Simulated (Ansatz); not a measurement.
**C2H3AlF2: a ladder of functionals and wavefunction methods**

Aim: compute C2H3AlF2 with functionals from several rungs and with coupled cluster. The yardstick is the atomisation energy at the CCSD(T) limit.

The runs use Ansatz 0.2.0, Gaussian basis; functionals in def2-TZVPP, the program's frozen cores in correlated methods.

Levels to be run: LDA (SPW92), PBE-D4, revPBE-D4, BLYP-D4, r2SCAN-D4, B97M-V, PBE0-D4, B3LYP-D4, r2SCANh-D4, r2SCAN0-D4, HSE06-D4, BHLYP-D4, CAM-B3LYP-D4, LC-ωPBE, ωB97X-V, ωB97M-V, B2PLYP, PBE-QIDH; CCSD(T)/def2-SVP; CCSD(T)/def2-TZVPP; MP2/def2-QZVPP; extrapolation to the limit; RPA on PBE.

## Step 1: The relaxed structure

All runs share one geometry, relaxed beforehand with PBE0-D4 in a triple-zeta def2 set.

SMILES `F/C=[C](\F)[AlH2]`, 8 atoms, charge 0, spin multiplicity 1.

Atoms are counted from 1 here; the program's logs count them from 0.

Bond lengths: F1–C2 1.328 Å, C2–C3 1.334 Å, C2–H6 1.084 Å, C3–F4 1.351 Å, C3–Al5 1.948 Å, Al5–H7 1.579 Å, Al5–H8 1.583 Å. Angles: F1–C2–C3 123.9°, F1–C2–H6 113.8°, C3–C2–H6 122.3°, C2–C3–F4 118.0°, C2–C3–Al5 120.0°, F4–C3–Al5 122.0°, C3–Al5–H7 120.6°, C3–Al5–H8 115.1°, H7–Al5–H8 124.3°.

## Step 2: LDA

This LDA is Slater exchange with PW92 correlation.

in.yaml reads:

```yaml
crystal:
  periodic: [false, false, false]
  atoms:
    - {symbol: F, position_ang: [1.088623, 0.513941, 2.296348]}
    - {symbol: C, position_ang: [0.446879, 0.568044, 1.135446]}
    - {symbol: C, position_ang: [0.323448, -0.469055, 0.305105]}
    - {symbol: F, position_ang: [0.885228, -1.642457, 0.668886]}
    - {symbol: Al, position_ang: [-0.643590, -0.264870, -1.373574]}
    - {symbol: H, position_ang: [0.024082, 1.541190, 0.913948]}
    - {symbol: H, position_ang: [-0.796848, -1.483715, -2.365776]}
    - {symbol: H, position_ang: [-1.235620, 1.179722, -1.636182]}
basis:
  gaussian: {orbitals: def2-TZVPP}
hamiltonian: {xc: lda}
output: {orbitals: {seedname: orbitals}}
```

Further steps of the session: PBE-D4 (GGA); revPBE-D4 (GGA); BLYP-D4 (GGA); r2SCAN-D4 (meta-GGA); B97M-V (meta-GGA); PBE0-D4 (hybrid); B3LYP-D4 (hybrid); r2SCANh-D4 (hybrid); r2SCAN0-D4 (hybrid); HSE06-D4 (hybrid); BHLYP-D4 (hybrid); CAM-B3LYP-D4 (range-separated); LC-ωPBE (range-separated); ωB97X-V (range-separated); ωB97M-V (range-separated); B2PLYP (double hybrid); PBE-QIDH (double hybrid); CCSD(T) in def2-SVP; CCSD(T) in def2-TZVPP; MP2 in def2-QZVPP; RPA on PBE orbitals.

**Question.** What will the summary of the whole plan be? Wanted: atomisation energy, CCSD(T)/CBS; farthest beyond LDA; mean size of error, GGA; mean size of error, meta-GGA; mean size of error, hybrid; mean size of error, range-separated; mean size of error, double hybrid; gap, smallest and largest; T1 diagnostic.

As calculated:

| quantity | value |
| --- | --- |
| atomisation energy, CCSD(T)/CBS | 29.525 eV |
| functionals within 0.148 eV (0.5 %) | revPBE-D4, PBE0-D4, B3LYP-D4, r2SCANh-D4, HSE06-D4, LC-ωPBE, ωB97X-V, ωB97M-V |
| farthest beyond LDA | BHLYP-D4 (-1.280 eV) |
| mean size of error, GGA | 0.442 eV |
| mean size of error, meta-GGA | 0.312 eV |
| mean size of error, hybrid | 0.360 eV |
| mean size of error, range-separated | 0.158 eV |
| mean size of error, double hybrid | 0.269 eV |
| gap, smallest and largest | 3.74 eV (LDA (SPW92)), 10.44 eV (LC-ωPBE) |
| T1 diagnostic | 0.0130 |
| triples share of the correlation energy | 3.5 % |

What this shows: LDA overbinds by 5.227 eV (18 %). PBE-D4 misses by +1.030 eV. Double hybrids carry the basis error of their MP2 part in triple zeta, and no dispersion term here, so their miss is partly the set-up's. Taken by rung, range-separated functionals do best (0.158 eV on average) and GGA ones worst beyond LDA (0.442 eV). Misses under about 0.148 eV are within the doubt on the reference itself, which lacks core-valence correlation, relativity and higher excitations. Hartree-Fock recovers 71 % of the binding; the rest is correlation. CCSD(T) in def2-SVP is off by -1.553 eV, more than most functionals: a good method in a small basis is no reference. The gap grows from 3.7 to 10.4 eV across the functionals, mostly with the share of exact exchange.
